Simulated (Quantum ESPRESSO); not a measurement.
Set up this calculation in Quantum ESPRESSO 7.5, as the native input.

| Quantity | Value |
| --- | --- |
| Task | band structure |
| Functional | r2SCAN |
| Potentials or basis | SG15 PBE 1.2 |
| Cutoff | 952 eV |
| Density cutoff | 3810 eV |
| k mesh | 7 × 7 × 4 |
| Occupations | fermi-dirac, width 0.05 eV |
| Spin | collinear spin, ferromagnetic start |
| Starting moments | [0.0, 0.0, 4.0, 4.0] μB |
| Symmetry | off |
| Mixing beta | 0.3 |
| Most SCF iterations | 120 |
| SCF threshold | 1e-08 Ry |

The system is MnAs.

```xyz
4
Lattice="3.7100 0.0000 0.0000 -1.8550 3.2130 0.0000 0.0000 0.0000 5.6910" Properties=species:S:1:pos:R:3 pbc="T T T"
As    1.8550    1.0710    4.2683
As    0.0000    2.1420    1.4227
Mn    0.0000    0.0000    2.8455
Mn    0.0000    0.0000    0.0000
```

The input as run:

pw.in

```
&CONTROL
  calculation = 'scf'
  prefix = 'pwscf'
  outdir = './tmp'
  pseudo_dir = './pseudo'
  tprnfor = .true.
  disk_io = 'low'
/
&SYSTEM
  ibrav = 0
  celldm(1) = 8
  nat = 4
  ntyp = 2
  ecutwfc = 70
  nbnd = 31
  input_dft = 'r2scan'
  occupations = 'smearing'
  smearing = 'fd'
  degauss = 0.00367493
  nspin = 2
  starting_magnetization(1) = 0
  starting_magnetization(2) = 0.2667
  nosym = .true.
/
&ELECTRONS
  conv_thr = 1d-08
  electron_maxstep = 120
  mixing_beta = 0.3
/
ATOMIC_SPECIES
As    74.9216 As_ONCV_PBE-1.2.upf
Mn    54.9380 Mn_ONCV_PBE-1.2.upf
CELL_PARAMETERS alat
  0.8763604902952   0.0000000000000   0.0000000000000
 -0.4381802451476   0.7589504474591   0.0000000000000
  0.0000000000000   0.0000000000000   1.3443039219057
ATOMIC_POSITIONS crystal
As     0.6666666667    0.3333333333    0.7500000000
As     0.3333333333    0.6666666667    0.2500000000
Mn     0.0000000000    0.0000000000    0.5000000000
Mn     0.0000000000    0.0000000000    0.0000000000
K_POINTS automatic
7 7 4 0 0 0
```

bands.in

```
&CONTROL
  calculation = 'bands'
  prefix = 'pwscf'
  outdir = './tmp'
  pseudo_dir = './pseudo'
  disk_io = 'low'
  verbosity = 'high'
/
&SYSTEM
  ibrav = 0
  celldm(1) = 8
  nat = 4
  ntyp = 2
  ecutwfc = 70
  nbnd = 31
  input_dft = 'r2scan'
  occupations = 'smearing'
  smearing = 'fd'
  degauss = 0.00367493
  nspin = 2
  starting_magnetization(1) = 0
  starting_magnetization(2) = 0.2667
  nosym = .true.
/
&ELECTRONS
  conv_thr = 1d-08
  electron_maxstep = 120
  mixing_beta = 0.3
  diago_full_acc = .true.
  startingwfc = 'random'
/
ATOMIC_SPECIES
As    74.9216 As_ONCV_PBE-1.2.upf
Mn    54.9380 Mn_ONCV_PBE-1.2.upf
CELL_PARAMETERS alat
  0.8763604902952   0.0000000000000   0.0000000000000
 -0.4381802451476   0.7589504474591   0.0000000000000
  0.0000000000000   0.0000000000000   1.3443039219057
ATOMIC_POSITIONS crystal
As     0.6666666667    0.3333333333    0.7500000000
As     0.3333333333    0.6666666667    0.2500000000
Mn     0.0000000000    0.0000000000    0.5000000000
Mn     0.0000000000    0.0000000000    0.0000000000
K_POINTS crystal
60
 0.0000000000  0.0000000000  0.0000000000 1
 0.0714285714  0.0000000000  0.0000000000 1
 0.1428571429  0.0000000000  0.0000000000 1
 0.2142857143  0.0000000000  0.0000000000 1
 0.2857142857  0.0000000000  0.0000000000 1
 0.3571428571  0.0000000000  0.0000000000 1
 0.4285714286  0.0000000000  0.0000000000 1
 0.5000000000  0.0000000000  0.0000000000 1
 0.4583333333  0.0833333333  0.0000000000 1
 0.4166666667  0.1666666667  0.0000000000 1
 0.3750000000  0.2500000000  0.0000000000 1
 0.3333333333  0.3333333333  0.0000000000 1
 0.2962962963  0.2962962963  0.0000000000 1
 0.2592592593  0.2592592593  0.0000000000 1
 0.2222222222  0.2222222222  0.0000000000 1
 0.1851851852  0.1851851852  0.0000000000 1
 0.1481481481  0.1481481481  0.0000000000 1
 0.1111111111  0.1111111111  0.0000000000 1
 0.0740740741  0.0740740741  0.0000000000 1
 0.0370370370  0.0370370370  0.0000000000 1
 0.0000000000  0.0000000000  0.0000000000 1
 0.0000000000  0.0000000000  0.1250000000 1
 0.0000000000  0.0000000000  0.2500000000 1
 0.0000000000  0.0000000000  0.3750000000 1
 0.0000000000  0.0000000000  0.5000000000 1
 0.0625000000  0.0000000000  0.5000000000 1
 0.1250000000  0.0000000000  0.5000000000 1
 0.1875000000  0.0000000000  0.5000000000 1
 0.2500000000  0.0000000000  0.5000000000 1
 0.3125000000  0.0000000000  0.5000000000 1
 0.3750000000  0.0000000000  0.5000000000 1
 0.4375000000  0.0000000000  0.5000000000 1
 0.5000000000  0.0000000000  0.5000000000 1
 0.4666666667  0.0666666667  0.5000000000 1
 0.4333333333  0.1333333333  0.5000000000 1
 0.4000000000  0.2000000000  0.5000000000 1
 0.3666666667  0.2666666667  0.5000000000 1
 0.3333333333  0.3333333333  0.5000000000 1
 0.3030303030  0.3030303030  0.5000000000 1
 0.2727272727  0.2727272727  0.5000000000 1
 0.2424242424  0.2424242424  0.5000000000 1
 0.2121212121  0.2121212121  0.5000000000 1
 0.1818181818  0.1818181818  0.5000000000 1
 0.1515151515  0.1515151515  0.5000000000 1
 0.1212121212  0.1212121212  0.5000000000 1
 0.0909090909  0.0909090909  0.5000000000 1
 0.0606060606  0.0606060606  0.5000000000 1
 0.0303030303  0.0303030303  0.5000000000 1
 0.0000000000  0.0000000000  0.5000000000 1
 0.5000000000  0.0000000000  0.5000000000 1
 0.5000000000  0.0000000000  0.4000000000 1
 0.5000000000  0.0000000000  0.3000000000 1
 0.5000000000  0.0000000000  0.2000000000 1
 0.5000000000  0.0000000000  0.1000000000 1
 0.5000000000  0.0000000000  0.0000000000 1
 0.3333333333  0.3333333333  0.0000000000 1
 0.3333333333  0.3333333333  0.1250000000 1
 0.3333333333  0.3333333333  0.2500000000 1
 0.3333333333  0.3333333333  0.3750000000 1
 0.3333333333  0.3333333333  0.5000000000 1
```

Potentials or basis: SG15 PBE 1.2.

Command:

```console
$ OMP_NUM_THREADS=1 mpirun -n 2 pw.x -nk 2 -in pw.in > pw.out
$ OMP_NUM_THREADS=1 mpirun -n 2 pw.x -nk 2 -in bands.in > bands.out
```

It gave:

- Band gap on the k mesh: none (metal or under the smearing width)
- Net moment: 7.52 μB per cell
- Absolute moment: 8.62 μB per cell
- Site moments: As -0.18; Mn +3.85 μB
- Valence electrons inside the program's atomic spheres: As 3.07; Mn 13.31

Caveat: only a ferromagnetic start was run, and an antiferromagnetic order may lie lower in energy.

It took 19 min on 2 MPI ranks on Arm Neoverse V2 (shared host), peak memory 0.72 GiB a rank.
